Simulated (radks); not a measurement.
# Ir²⁺ in [Kr] 4d10 4f14 5p6 5d7 5f2: an all-electron calculation

Aim: the levels, the sizes of the orbitals and the parts of the energy of the iridium ion Ir2+.

Method: Dirac Kohn-Sham, BLYP, spin-unpolarised, spherical densities, finite nucleus; open shells fill j = l - 1/2 first. Code: radks (a radial shooting solver on a logarithmic mesh, Libxc functionals) version 1.

## 1. What is computed

```
element            : iridium (Z = 77)
charge             : +2
electrons          : 75
configuration      : [Kr] 4d10 4f14 5p6 5d7 5f2
nuclear rms radius : 5.4032 fm
```

## 2. The run

The run's settings:

```text
Z 77
configuration [Kr] 4d10 4f14 5p6 5d7 5f2
relativity Dirac
functional b88,lyp
spin unpolarised
j_filling energy
nucleus finite rms 5.4032 fm
c 137.035999084
```

Launch:

```console
$ python run_ks.py task.json out
```

All runs below come from this command, one after another.

**Question.** What will this run give?

**Answer**, as computed:

```
                        quantity                   value
                    total energy     -17845.8228 hartree
exchange-correlation share of it                  1.95 %
                            −T/E                  1.1388
          highest occupied level        5f5/2, -7.366 eV
    most extended occupied level  5f5/2, <r> = 4.19 bohr
 radius at density 0.001 e/bohr³               5.14 bohr
    maxima of the radial density                       4
```

**Reading.** 5 principal shells are occupied and 4 maxima appear in the radial density; where shells overlap, one shows as a shoulder or not at all. −T/E is 1.139: with relativity the kinetic term as defined here no longer equals −E. This is not the tabulated ground configuration, so its levels and sizes aren't those of the ground state, and no measured value stands beside it.
